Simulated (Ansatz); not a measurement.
# Au: the cost of one run

Method: DFT PBEsol, scalar-relativistic, in Ansatz 0.2.0.

## Step 1: Starting point

It takes space group P6_3/mmc (No. 194, hexagonal). Conventional cell: a = 2.900 Å, b = 2.900 Å, c = 4.880 Å, α = 90.00°, β = 90.00°, γ = 120.00°. Au (site symmetry -6m2) has 12 Au at 2.90 to 2.96 Å as nearest neighbours.

Coordinates:

```cif
data_structure
_symmetry_space_group_name_H-M 'P 1'
_symmetry_Int_Tables_number 1
_cell_length_a 2.9000
_cell_length_b 2.9000
_cell_length_c 4.8800
_cell_angle_alpha 90.000
_cell_angle_beta 90.000
_cell_angle_gamma 120.000
_cell_volume 35.54
loop_
_atom_site_label
_atom_site_type_symbol
_atom_site_fract_x
_atom_site_fract_y
_atom_site_fract_z
_atom_site_occupancy
Au1 Au 0.33333 0.66667 0.75000 1
Au2 Au 0.66667 0.33333 0.25000 1
```

Atoms are numbered in the order of the input: Au1, Au2.

## Step 2: After the deformation

Space group P6_3/mmc before, P-1 after.

## Step 3: All-electron LAPW

Contents of input.yaml:

```yaml
crystal:
  lattice:
    - [2.8999984104, 0.014499992, 0.014499992]
    - [-1.4374418437, 2.5042222984, 0.0053073654]
    - [0.0244, 0.0244, 4.88]
  atoms:
    - { symbol: Au, position: [0.3333333333, 0.6666666667, 0.75] }
    - { symbol: Au, position: [0.6666666667, 0.3333333333, 0.25] }
kpoints:
  mp_grid: { grid: [14, 14, 8] }
  band_path:
    path:
      - [0.0, 0.0, 0.0]
      - [0.0, -0.5, 0.0]
      - [0.0, 0.0, 0.5]
      - [0.0, 0.0, 0.0]
      - [-0.5, 0.0, 0.0]
      - [-0.5, 0.5, -0.5]
      - [0.0, 0.0, 0.0]
      - [-0.5, 0.0, -0.5]
      - [-0.5, 0.5, 0.0]
    npoints: 5
scf:
  occupations: { method: fermi_dirac, width: 0.03 }
hamiltonian:
  xc: pbesol
  pseudopotentials: { kind: all_electron, lapw: { basis_error: 0.0005 } }
output:
  forces: true
  stress: true
  eigenvalues: true
```

Command:

```bash
ansatz run input.yaml --threads 1 --pin off --max-ram 3072MiB --backend cpu --events-out ev --progress --plain --runs-dir out
```

Q: Estimate wall time and peak memory on 1 thread of Intel Xeon 6975P-C (Granite Rapids), shared host.

About 3.2 min, with a peak of 2.9 GiB.
